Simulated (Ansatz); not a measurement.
# One shape, several levels: quartet GeH3

We compute a comparison of 4 runs (U-wB97X/def2-TZVPP, UPBE0/def2-TZVPP, UMP2/def2-TZVPP, UCCSD/def2-TZVPP) of quartet GeH3. 

The calculation is run with Ansatz 0.2.0.

41 further runs of the same task are left out: 41 set aside as unsound or not needed.

## Step 1: The system as given

GeH3: 4 atoms, total charge 0, spin state quartet. SMILES of the parent species: `[GeH3]`. Geometry: relaxed at PBE0-D4/def2-TZVP. That shape belongs to the parent species and isn't relaxed for this state.

Bond lengths: Ge1–H2 1.539 Å, Ge1–H3 1.539 Å, Ge1–H4 1.539 Å. Angles: H2–Ge1–H3 111.1°, H2–Ge1–H4 111.1°, H3–Ge1–H4 111.1°.

## Step 2: The energy at U-wB97X/def2-TZVPP (run 1)

run.yaml

```yaml
crystal:
  periodic: [false, false, false]
  atoms:
    - {symbol: Ge, position_ang: [0.214600, -0.125900, -0.249400]}
    - {symbol: H, position_ang: [1.055000, 0.109600, 1.018300]}
    - {symbol: H, position_ang: [-0.882800, -1.175900, -0.000100]}
    - {symbol: H, position_ang: [-0.386800, 1.192200, -0.768800]}
basis:
  gaussian: {orbitals: def2-TZVPP}
magnetization: {spin_polarized: true, initial_magnetization: 3}
hamiltonian: {xc: {name: wB97X}}
accuracy: high
output: {orbitals: {seedname: orbitals}}
```

The run is started by

```
$ ansatz run run.yaml --threads 1 --pin off --max-ram 3480MiB --events-out events.jsonl --progress --plain --runs-dir runs
```

Log:

```text
Warning: RAYON_NUM_THREADS=1 ignored (pool sized by the plan → 1); use --threads N
Functional definition: wB97X
  name "wB97X"
  parameter omega = 0.3/bohr
  parameter cx = 0.157706
  parameter cx1 = 0.726479
  parameter cx2 = 1.04760
  parameter cx3 = -5.70635
  parameter cx4 = 13.2794
  parameter css1 = -4.33879
  parameter css2 = 18.2308
  parameter css3 = -31.7430
  parameter css4 = 17.2901
  parameter cos1 = 2.37031
  parameter cos2 = -11.3995
  parameter cos3 = 6.58405
  parameter cos4 = -3.78132
  exchange = spin_sum(e_x_unif_sr(omega)*poly(b97_u_x, 1 - cx, cx1, cx2, cx3, cx4)) + cx*exact_x_sr(omega)
      + exact_x_lr(omega)
  correlation = spin_sum(e_c_pw_same_spin*poly(b97_u_same, 1, css1, css2, css3, css4))
      + integral(e_c_pw_opposite_spin*poly(b97_u_opposite, 1, cos1, cos2, cos3, cos4))
1427 factors; integrals over basis functions are off by at most 4.4e-9 eV
262 factors; integrals over basis functions are off by at most 1.7e-9 eV
mean field evaluation 1: about -56557.1785 eV, gradient 1.2e1 eV
mean field evaluation 2: about -56557.7083 eV, gradient 9.8e0 eV
mean field evaluation 4: about -56557.9424 eV, gradient 8.4e-1 eV
mean field evaluation 8: about -56558.0308 eV, gradient 4.9e-1 eV
mean field evaluation 16: about -56558.0997 eV, gradient 1.3e-1 eV
mean field evaluation 32: about -56558.1107 eV, gradient 1.2e-3 eV
mean field evaluation 64: about -56557.8133 eV, gradient 3.3e0 eV
mean field -56558.11070421 eV, -2078.4722319154 hartree, gradient 6.0e-8 eV, S^2 3.755733; 6 other end points of the search recorded, 0 dependent functions left out
reference -56558.11070352 eV, -2078.4722318899 hartree; 19, 16 occupied and 71, 74 virtual orbitals, 1427 factors
Total energy: -56558.11070352 eV, -2078.4722318899 hartree
```

Wall time 78 s (1 thread of Arm Neoverse V1, shared host); peak memory 0.51 GiB.

## Step 3: The energy at UPBE0/def2-TZVPP (run 2)

in.yaml

```yaml
basis:
  gaussian:
    orbitals: def2-TZVPP
crystal:
  periodic: [false, false, false]
  atoms:
    - {symbol: Ge, position_ang: [0.214600, -0.125900, -0.249400]}
    - {symbol: H, position_ang: [1.055000, 0.109600, 1.018300]}
    - {symbol: H, position_ang: [-0.882800, -1.175900, -0.000100]}
    - {symbol: H, position_ang: [-0.386800, 1.192200, -0.768800]}
magnetization:
  spin_polarized: true
  initial_magnetization: 3
accuracy: high
output:
  orbitals: {seedname: orbitals}
total_charge: 0
hamiltonian:
  xc: pbe0
```

The run is started by

```
$ ansatz run in.yaml --threads 1 --pin off --max-ram 3480MiB --events-out events.jsonl --progress --plain --runs-dir runs
```

Log:

```text
Warning: RAYON_NUM_THREADS=1 ignored (pool sized by the plan → 1); use --threads N
Functional definition: PBE0
  name "PBE0"
  parameter a = 0.25
  parameter kappa = 0.804
  parameter beta = 0.06672455060314922
  exchange = (1 - a)*pbe_x(kappa = kappa, mu = beta*pi^2/3) + a*exact_x
  correlation = pbe_c(beta = beta)
1427 factors; integrals over basis functions are off by at most 4.4e-9 eV
mean field evaluation 1: about -56549.5330 eV, gradient 1.2e1 eV
mean field evaluation 2: about -56549.7454 eV, gradient 1.2e1 eV
mean field evaluation 4: about -56550.3040 eV, gradient 6.2e-1 eV
mean field evaluation 8: about -56550.3762 eV, gradient 2.5e-1 eV
mean field evaluation 16: about -56550.3878 eV, gradient 1.9e-2 eV
mean field evaluation 32: about -56550.3879 eV, gradient 3.2e-6 eV
mean field -56550.38785501 eV, -2078.1884224419 hartree, gradient 8.6e-8 eV, S^2 3.754294; 6 other end points of the search recorded, 0 dependent functions left out
reference -56550.38785718 eV, -2078.1884225216 hartree; 19, 16 occupied and 71, 74 virtual orbitals, 1427 factors
Total energy: -56550.38785718 eV, -2078.1884225216 hartree
```

Run time: 14 s. Hardware: 1 thread of Arm Neoverse V1, shared host; peak memory 0.28 GiB.

Run 3 isn't shown in full; the table further down has it.

## Step 4: A single-point energy at UCCSD/def2-TZVPP (run 4)

molecule.yaml

```yaml
crystal:
  periodic: [false, false, false]
  atoms:
    - {symbol: Ge, position_ang: [0.214600, -0.125900, -0.249400]}
    - {symbol: H, position_ang: [1.055000, 0.109600, 1.018300]}
    - {symbol: H, position_ang: [-0.882800, -1.175900, -0.000100]}
    - {symbol: H, position_ang: [-0.386800, 1.192200, -0.768800]}
basis:
  gaussian: {orbitals: def2-TZVPP}
magnetization: {spin_polarized: true, initial_magnetization: 3}
correlation: {method: ccsd, frozen_orbitals: {Ge: 9, H: 0}}
accuracy: high
scf: {omitted_lower_state_checks: [cluster_reference, increment]}
```

The run is started by

```
$ ansatz run molecule.yaml --threads 1 --pin off --max-ram 3480MiB --events-out events.jsonl --progress --plain --runs-dir runs
```

Log, cut to the lines that bear on the results:

```text
Warning: RAYON_NUM_THREADS=1 ignored (pool sized by the plan → 1); use --threads N
Functional definition: HF
  name "HF"
[...]
1427 factors; integrals over basis functions are off by at most 4.4e-9 eV
[...]
mean field -56511.92442722 eV, -2076.7749175423 hartree, gradient 3.0e-8 eV, S^2 3.759704; 11 other end points of the search recorded, 0 dependent functions left out
9 core orbitals not correlated: weight in the atoms' cores, before any rotation towards them, 1.000 or more for the frozen orbitals, at most 0.000 for the correlated occupied ones
reference -56511.92442722 eV, -2076.7749175423 hartree; 10, 7 occupied and 71, 74 virtual orbitals, 1427 factors
second order -6.52904166 eV of doubles, -0.00000000 eV of singles
cycle   1  -6.57558214 eV  change   -4.7e-2 eV  update   7.9e-2
[...]
cycle  39  -6.96029482 eV  change  -1.6e-11 eV  update   1.6e-9
Total energy: -56518.88472204 eV, -2077.0307036591 hartree
Checks for a lower state left out: cluster_reference, increment
```

It took 48 s on 1 thread of Arm Neoverse V1, shared host; peak memory 0.86 GiB.

## Step 5: The series

```csv
run,level,frozen core orbitals,energy (Eh),⟨S²⟩,wall time
1,U-wB97X/def2-TZVPP,–,-2078.472232,3.756,78 s
2,UPBE0/def2-TZVPP,–,-2078.188423,3.754,14 s
3,UMP2/def2-TZVPP,9,-2077.014855,3.760,12 s
4,UCCSD/def2-TZVPP,9,-2077.030704,3.760,48 s
```

## Step 6: Results

| quantity | value |
| --- | --- |
| run 4: total energy | -2077.03070 Eh |
| run 4: correlation energy (9 core orbitals frozen) | -255.8 mEh |
| run 4: ⟨S²⟩ of the reference determinant | 3.760 |
| run 4: T1 diagnostic | 0.024 |

What this shows: Totals of different functionals can't be ranked against each other. All runs together took 2.5 min, the longest 78 s.
